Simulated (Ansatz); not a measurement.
# CH3ClSeSi: one species, many methods

Aim: compute CH3ClSeSi with functionals from several rungs and with coupled cluster, and see how far each lands from CCSD(T) at the basis-set limit for the atomisation energy.

Program: Ansatz 0.2.0, Gaussian basis. Level of theory: functionals in def2-TZVPP, the program's frozen cores in correlated methods. These are calculated values, not measurements.

Plan: LDA (SPW92), PBE-D4, revPBE-D4, BLYP-D4, r2SCAN-D4, B97M-V, PBE0-D4, B3LYP-D4, r2SCANh-D4, r2SCAN0-D4, HSE06-D4, BHLYP-D4, CAM-B3LYP-D4, LC-ωPBE, ωB97X-V, ωB97M-V, B2PLYP, PBE-QIDH; CCSD(T)/def2-SVP; CCSD(T)/def2-TZVPP; MP2/def2-QZVPP; extrapolation to the limit; RPA on PBE.

## (1) The relaxed structure

All runs share one geometry, relaxed beforehand with PBE0-D4 in a triple-zeta def2 set.

SMILES `Cl[SiH]1C[Se]1`, 7 atoms, charge 0, spin multiplicity 1.

Atoms are counted from 1 here; the program's logs count them from 0.

Bond lengths: Cl1–Si2 2.038 Å, Si2–C3 1.828 Å, Si2–Se4 2.207 Å, Si2–H5 1.473 Å, C3–Se4 2.037 Å, C3–H6 1.085 Å, C3–H7 1.085 Å. Angles: Cl1–Si2–C3 118.6°, Cl1–Si2–Se4 120.8°, Cl1–Si2–H5 108.9°, C3–Si2–Se4 59.8°, C3–Si2–H5 121.3°, Se4–Si2–H5 120.3°, Si2–C3–Se4 69.4°, Si2–C3–H6 119.4°, Si2–C3–H7 121.1°, Se4–C3–H6 111.5°, Se4–C3–H7 112.1°, H6–C3–H7 114.0°, Si2–Se4–C3 50.8°.

## (2) LDA

This LDA is Slater exchange with PW92 correlation.

in.yaml reads:

```yaml
crystal:
  periodic: [false, false, false]
  atoms:
    - {symbol: Cl, position_ang: [0.881601, -1.759814, -1.603583]}
    - {symbol: Si, position_ang: [0.014023, -0.863915, 0.008006]}
    - {symbol: C, position_ang: [-0.193047, 0.951976, -0.006421]}
    - {symbol: Se, position_ang: [1.201109, 0.400007, 1.372614]}
    - {symbol: H, position_ang: [-1.035577, -1.750183, 0.539659]}
    - {symbol: H, position_ang: [0.250239, 1.532771, -0.808551]}
    - {symbol: H, position_ang: [-1.057148, 1.421056, 0.452575]}
basis:
  gaussian: {orbitals: def2-TZVPP}
hamiltonian: {xc: lda}
output: {orbitals: {seedname: orbitals}}
```

Launch:

```
> ansatz run in.yaml --threads 2 --pin off --events-out ev --progress --plain --max-ram 4352MiB
```

Further steps of the session: PBE-D4 (GGA); revPBE-D4 (GGA); BLYP-D4 (GGA); r2SCAN-D4 (meta-GGA); B97M-V (meta-GGA); B3LYP-D4 (hybrid); r2SCANh-D4 (hybrid); r2SCAN0-D4 (hybrid); HSE06-D4 (hybrid); BHLYP-D4 (hybrid); CAM-B3LYP-D4 (range-separated); LC-ωPBE (range-separated); ωB97X-V (range-separated); ωB97M-V (range-separated); B2PLYP (double hybrid); PBE-QIDH (double hybrid); CCSD(T) in def2-SVP; CCSD(T) in def2-TZVPP; MP2 in def2-QZVPP; RPA on PBE orbitals.

**Question.** What will the summary of the whole plan be? Wanted: atomisation energy, CCSD(T)/CBS; farthest beyond LDA; mean size of error, GGA; mean size of error, meta-GGA; mean size of error, hybrid; mean size of error, range-separated; mean size of error, double hybrid; gap, smallest and largest; T1 diagnostic.

**Answer**, as computed:

| quantity | value |
| --- | --- |
| atomisation energy, CCSD(T)/CBS | 24.319 eV |
| functionals within 0.243 eV (1.0 %) | revPBE-D4, r2SCAN-D4, B97M-V, PBE0-D4, r2SCANh-D4, HSE06-D4, ωB97X-V, ωB97M-V, PBE-QIDH |
| farthest beyond LDA | BHLYP-D4 (-0.926 eV) |
| mean size of error, GGA | 0.333 eV |
| mean size of error, meta-GGA | 0.135 eV |
| mean size of error, hybrid | 0.266 eV |
| mean size of error, range-separated | 0.218 eV |
| mean size of error, double hybrid | 0.310 eV |
| gap, smallest and largest | 4.11 eV (BLYP-D4), 11.05 eV (LC-ωPBE) |
| T1 diagnostic | 0.0102 |
| triples share of the correlation energy | 4.3 % |

In words: LDA overbinds by 3.536 eV (15 %). PBE-D4 is off by +0.408 eV. Double hybrids carry the basis error of their MP2 part in triple zeta, and no dispersion term here, so their miss is partly the set-up's. The rungs meta-GGA, range-separated miss on average by less than the doubt on the reference (0.243 eV), so they tie. The reference freezes the cores and leaves out relativity and excitations past (T), and its outer-core shells are covered unevenly, so misses under about 0.243 eV can't be ranked. All levels share the lack of spin-orbit coupling, which lowers the free heavy atoms and so the true binding. Hartree-Fock recovers 71 % of the binding; the rest is correlation. CCSD(T) in def2-SVP is off by -2.078 eV, so the small basis spoils what the method gains. Orbital gaps span 4.1 to 11.1 eV; exact exchange widens them. Correlated methods include outer-core shells of Se, which these sets cover unevenly.
